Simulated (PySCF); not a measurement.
# CH3NSeSi: the cost of one run

Computed with PySCF 2.14.0, with density-fitted response routines of our own, on a single molecule in the gas phase. Atoms are numbered from 0 throughout.

## Step 1: Starting geometry

7 atoms, charge 0, multiplicity 1; geometry from: GFN2-xTB. The atoms were then displaced at random by about 0.01 Å, so the start is not that level's minimum.

Bonds of the start (Å): N0–C1 1.18, C1–Si2 1.88, Si2–Se3 2.23, Si2–H4 1.46, Si2–H5 1.47, Se3–H6 1.44.

## Step 2: Geometry optimisation at PBE0-D3(BJ)/def2-SVP

The job: settings as JSON, then the geometry in Å.

```
{"job": {"xc": "PBE0", "basis": "def2-SVP", "d3": "d3bj", "grid": 1, "shake": 0.01, "kind": "geom"}, "charge": 0, "multiplicity": 1}
N      2.054730    -1.562260     0.193140
C      1.285730    -0.673150     0.118760
Si     0.037350     0.726210    -0.005620
Se    -1.879480    -0.142370    -0.755020
H      0.511590     1.651350    -1.030490
H     -0.091050     1.285750     1.344850
H     -1.884920    -1.314630     0.084450
```

Started as:

```console
OMP_NUM_THREADS=1 python probes_run.py task.json out
```

One launch serves the whole session: the jobs run in the order shown.

**Question.** How long does this first job take on 1 thread of Arm Neoverse N1, shared host, and how much memory does it need?

About 49 s, with a peak of 0.39 GiB.
